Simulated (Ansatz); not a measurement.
# Ge5Sb: the cost of one run

Computed with Ansatz 0.2.0 (DFT PBE, scalar-relativistic, plane waves, PAW, unless a step's input says otherwise).

## 1. Starting point

Symmetry: P-43m, No. 215, cubic system. Conventional cell: a = 5.257 Å, b = 5.257 Å, c = 5.257 Å, α = 90.00°, β = 90.00°, γ = 90.00°. Around Ge (site symmetry 3m) lie 1 Sb at 2.02 Å. Ge (site symmetry -43m) has 4 Ge at 2.53 Å as nearest neighbours. Sb (site symmetry -43m) has 4 Ge at 2.02 Å as nearest neighbours.

Coordinates:

```cif
data_structure
_symmetry_space_group_name_H-M 'P 1'
_symmetry_Int_Tables_number 1
_cell_length_a 5.2572
_cell_length_b 5.2572
_cell_length_c 5.2572
_cell_angle_alpha 90.000
_cell_angle_beta 90.000
_cell_angle_gamma 90.000
_cell_volume 145.30
loop_
_atom_site_label
_atom_site_type_symbol
_atom_site_fract_x
_atom_site_fract_y
_atom_site_fract_z
_atom_site_occupancy
Ge1 Ge 0.77787 0.77787 0.77787 1
Ge2 Ge 0.22213 0.22213 0.77787 1
Ge3 Ge 0.22213 0.77787 0.22213 1
Ge4 Ge 0.77787 0.22213 0.22213 1
Ge5 Ge 0.50000 0.50000 0.50000 1
Sb1 Sb 0.00000 0.00000 0.00000 1
```

A structure generator made this guess: random cell by space group and Wyckoff sites (P-43m, No. 215). Its size is a rough estimate.

## 2. A first look at the guess

The input, input.yaml:

```yaml
crystal:
  lattice:
    - [5.25723894, 0.0, 0.0]
    - [0.0, 5.25723894, 0.0]
    - [0.0, 0.0, 5.25723894]
  atoms:
    - { symbol: Ge, position: [0.77787221, 0.77787221, 0.77787221] }
    - { symbol: Ge, position: [0.22212779, 0.22212779, 0.77787221] }
    - { symbol: Ge, position: [0.22212779, 0.77787221, 0.22212779] }
    - { symbol: Ge, position: [0.77787221, 0.22212779, 0.22212779] }
    - { symbol: Ge, position: [0.5, 0.5, 0.5] }
    - { symbol: Sb, position: [0.0, 0.0, 0.0] }
basis:
  ecutwfc: 420
kpoints:
  mp_grid: { grid: [4, 4, 4] }
hamiltonian:
  xc: pbe
scf:
  occupations: { method: gaussian, width: 0.1 }
  lower_state_search: "off"
output:
  forces: true
  stress: true
  eigenvalues: true
```

On the command line:

```console
$ ansatz run input.yaml --threads 1 --pin off --max-ram 2048MiB --backend cpu --events-out ev --progress --plain --runs-dir out
```

Q: Estimate wall time and peak memory on 1 thread of Arm Neoverse V1, shared host.

About 6.3 s, with a peak of 0.35 GiB.
